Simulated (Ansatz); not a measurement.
# TiF+ (singlet): the correlation ladder, def2-SVP

An exercise on one series of results from a longer session: the logs are not shown, and one member is left open.

Computed with Ansatz 0.2.0, Gaussian basis. Level: def2-SVP, core rule «outside noble gas», up to 10 orbitals frozen.

Plan: UHF; CCSD(T) on RHF; CCSD(T) on UHF; CISD; CCSDT(Q) on RHF; CCSDT(Q) on UHF.

10 further runs of the same task are left out: 4 for a known fault of the program, 1 that didn't finish, 5 set aside as unsound or not needed.

## The geometry

The geometry is a PBE0/def2-TZVP stationary point (not a proven minimum).

2 atoms, charge 1, spin multiplicity 1.

Atoms are counted from 1 here; the program's logs count them from 0.

Bond lengths: Ti1–F2 1.709 Å.

The first run:

File in.yaml:

```yaml
crystal:
  periodic: [false, false, false]
  atoms:
    - {symbol: Ti, position_ang: [0.000000, 0.000000, 0.000000]}
    - {symbol: F, position_ang: [0.000000, 0.000000, 1.708600]}
basis:
  gaussian: {orbitals: def2-SVP}
total_charge: 1
magnetization: {spin_polarized: true, initial_magnetization: 0}
hamiltonian: {xc: hf}
output: {orbitals: {seedname: orbitals}}
```

The run is started by

```console
> ansatz run in.yaml --threads 1 --pin off --events-out ev --progress --plain --max-ram 2393MiB
```

Steps of the session up to this table: UHF; CCSD(T) on RHF; CCSD(T) on UHF; CISD; CCSDT(Q) on RHF; CCSDT(Q) on UHF.

One table of the session follows, with a row left open; its other results are not shown here.

It belongs to the step «Misses and costs». 

| method | from RCCSDT(Q) (meV) |
| --- | --- |
| RHF | +6892.8 |
| UHF | +6009.2 |
| RMP2 | +582.0 |
| UMP2 | -115.2 |
| RCCSD | +269.5 |
| UCCSD | -495.2 |
| RCCSD(T) | ? |
| UCCSD(T) | -717.0 |
| RCCSDT | +44.2 |
| UCCSDT | -749.0 |
| RCCSDT(Q) | 0 |
| UCCSDT(Q) | -788.8 |

**Question.** Estimate the row for RCCSD(T).

The run gave: from RCCSDT(Q) (meV): +66.4. In the column «from RCCSDT(Q) (meV)» it lies between RCCSDT (+44.2) and RCCSD (+269.5).

Not comparable, so not listed: CISD (they don't share determinant, frozen orbitals or solution with the rows shown, or repeat one).

The program flags UCCSD(T), UCCSDT(Q) as in doubt (see the logs), so those rows may rest on another solution; read them beside their warnings.

To keep in mind: The determinant is far from a pure spin state, so its energy mixes those of several spin states (harmless only where they are near-degenerate, as at dissociation). The program flags UCCSD(T), UCCSDT(Q) as in doubt, so those rows may rest on another solution; read them beside their warnings. Warnings: restricted reference is unstable; spin contamination; large T1 diagnostic. Restricted and unrestricted rows rest on different reference determinants; where their highest levels disagree by more than a few hundredths of an eV, they describe different states and don't form one ladder.
